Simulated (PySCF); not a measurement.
# One shape, several levels: SnTe (SMILES [Sn][Te])

We compute a comparison of 6 runs (B3LYP/STO-6G, SVWN5/STO-6G, wB97X-V/STO-6G, NEVPT2(2,2)/STO-6G, QCISD(T)/STO-6G, CCSD(T)/STO-6G) of SnTe. 

Program for the calculation: PySCF 2.14.0.

2 further runs of the same task are left out: 2 set aside as unsound or not needed.

## Step 1: The system as given

SnTe has 2 atoms, charge 0, and is taken as a singlet. As SMILES, `[Sn][Te]`. The shape comes from GFN2-xTB, which is rough for such elements, and wasn't checked as a minimum.

Bond lengths: Sn1–Te2 2.537 Å.

## Step 2: A single-point energy at B3LYP/STO-6G (run 1)

Contents of job.py:

```python
from pyscf import gto, dft

system = gto.Mole()
system.atom = '''
Sn     0.000000     0.000000     0.000000
Te     0.000000     0.000000     4.793801
'''
system.max_memory = 1860
system.spin = 0
system.unit = 'bohr'
system.verbose = 3
system.basis = 'sto-6g'
system.build()

ks = dft.RKS(system)
ks.xc = 'b3lyp'
ks.grids.level = 5
ks.conv_tol = 1e-10
ks.kernel()
if not ks.converged:
    ks = ks.newton().run(ks.mo_coeff, ks.mo_occ)

etot = ks.e_tot
print('Final energy', etot)
```

Launch:

```console
OMP_NUM_THREADS=1 python job.py
```

The program printed:

```text
converged SCF energy = -12579.48070799
Final energy -12579.480707990011
```

Wall time 10 s (1 thread of Arm Neoverse V1, shared host); peak memory 0.31 GiB.

## Step 3: The energy at SVWN5/STO-6G (run 2)

Contents of calc.py:

```python
from pyscf import gto, dft

mol = gto.M(
    atom='Sn 0.000000 0.000000 0.000000; Te 0.000000 0.000000 2.536770',
    charge=0,
    verbose=3,
    basis='sto-6g',
    max_memory=1860,
    spin=0,
)

mf = dft.RKS(mol, xc='svwn')
mf.grids.level = 5
mf.conv_tol = 1e-10
mf.kernel()
if not mf.converged:
    mf = mf.newton().run(mf.mo_coeff, mf.mo_occ)

e_tot = mf.e_tot
print('E(%s) = %.9f' % ('SVWN5', e_tot))
```

Launch:

```console
OMP_NUM_THREADS=1 python calc.py
```

The program printed:

```text
converged SCF energy = -12567.5805817037
E(SVWN5) = -12567.580581704
```

Wall time 8.4 s (1 thread of Arm Neoverse V1, shared host); peak memory 0.18 GiB.

Runs 3 to 5 aren't shown in full; the table further down has their settings and results.

## Step 4: The energy at CCSD(T)/STO-6G (run 6)

Contents of calc.py:

```python
from pyscf import gto, cc

system = gto.M(
    atom='''
Sn     0.000000     0.000000     0.000000
Te     0.000000     0.000000     4.793801
''',
    basis='sto-6g',
    unit='bohr',
    max_memory=1860,
    charge=0,
    spin=0,
    verbose=4,
)

mf = system.RHF()
mf.conv_tol = 1e-10
mf.kernel()
if not mf.converged:
    mf = mf.newton().run(mf.mo_coeff, mf.mo_occ)

mycc = cc.CCSD(mf, frozen=36)
mycc.kernel()
e_t = mycc.ccsd_t()
energy = mycc.e_tot + e_t
print(f'total energy: {energy:.8f} hartree')
```

Launch:

```console
OMP_NUM_THREADS=1 python calc.py
```

The program printed:

```text
PySCF version 2.14.0

[INPUT] num. atoms = 2
[INPUT] num. electrons = 102
[INPUT] charge = 0
[INPUT] spin (= nelec alpha-beta = 2S) = 0
[INPUT] symmetry False subgroup None
[INPUT] Mole.unit = bohr
[INPUT] Symbol           X                Y                Z      unit          X                Y                Z       unit  Magmom
[INPUT]  1 Sn     0.000000000000   0.000000000000   0.000000000000 AA    0.000000000000   0.000000000000   0.000000000000 Bohr   0.0
[INPUT]  2 Te     0.000000000000   0.000000000000   2.536770242886 AA    0.000000000000   0.000000000000   4.793801000000 Bohr   0.0

nuclear repulsion = 542.367111192142
number of shells = 22
number of NR pGTOs = 324
number of NR cGTOs = 54
basis = sto-6g
ecp = {}

[... 37 lines left out ...]
converged SCF energy = -12575.0757339661
[... 12 lines left out ...]
Init t2, MP2 energy = -12575.1343177095  E_corr(MP2) -0.0585837433685448
[... 10 lines left out ...]
CCSD converged
[... 2 lines left out ...]
total energy: -12575.14956639 hartree
```

Wall time 6.6 s (1 thread of Arm Neoverse V1, shared host); peak memory 0.13 GiB.

## Step 5: Overview of the runs

```
run               level  nlc grid  integration grid    energy (Eh)  dipole moment (D) of the reference  HOMO energy (eV)  LUMO energy (eV)  wall time
  1        B3LYP/STO-6G         –                 5  -12579.480708                                3.02             -3.80              0.22       10 s
  2        SVWN5/STO-6G         –                 5  -12567.580582                                2.65             -3.22             -0.55      8.4 s
  3      wB97X-V/STO-6G         1                 5  -12578.881249                                3.71             -6.11              2.27       80 s
  4  NEVPT2(2,2)/STO-6G         –                 –  -12575.132240                                4.33             -5.62              3.60      7.8 s
  5     QCISD(T)/STO-6G         –                 –  -12575.151398                                4.33             -5.62              3.60      6.3 s
  6      CCSD(T)/STO-6G         –                 –  -12575.149566                                4.33             -5.62              3.60      6.6 s
```

## Step 6: Results

| quantity | value |
| --- | --- |
| run 6: total energy | -12575.14957 Eh |
| run 6: dipole moment (Hartree–Fock density) | 4.33 D |
| run 6: HOMO energy (Hartree–Fock orbitals) | -5.62 eV |
| run 6: LUMO energy (Hartree–Fock orbitals) | 3.60 eV |
| run 6: HOMO–LUMO gap (Hartree–Fock orbitals) | 9.22 eV |
| run 6: correlation energy (36 core orbitals frozen) | -73.8 mEh |
| run 6: (T) correction | -7.70 mEh |
| run 6: T1 diagnostic | 0.023 |

What this shows: Over runs 1, 2, 3 the dipole moment (its size) runs from 2.65 D (SVWN5/STO-6G) to 3.71 D (wB97X-V/STO-6G). Over runs 1, 2, 3 the HOMO–LUMO gap runs from 2.67 eV (SVWN5/STO-6G) to 8.38 eV (wB97X-V/STO-6G). Totals of different functionals can't be ranked against each other. In runs 1, 2, 3, 4, 5, 6 the basis is minimal, so the values are rough. In runs 1, 2, 3, 4, 5, 6 relativity is left out where basis or elements ask for it. All runs together took 2 min, the longest 80 s.
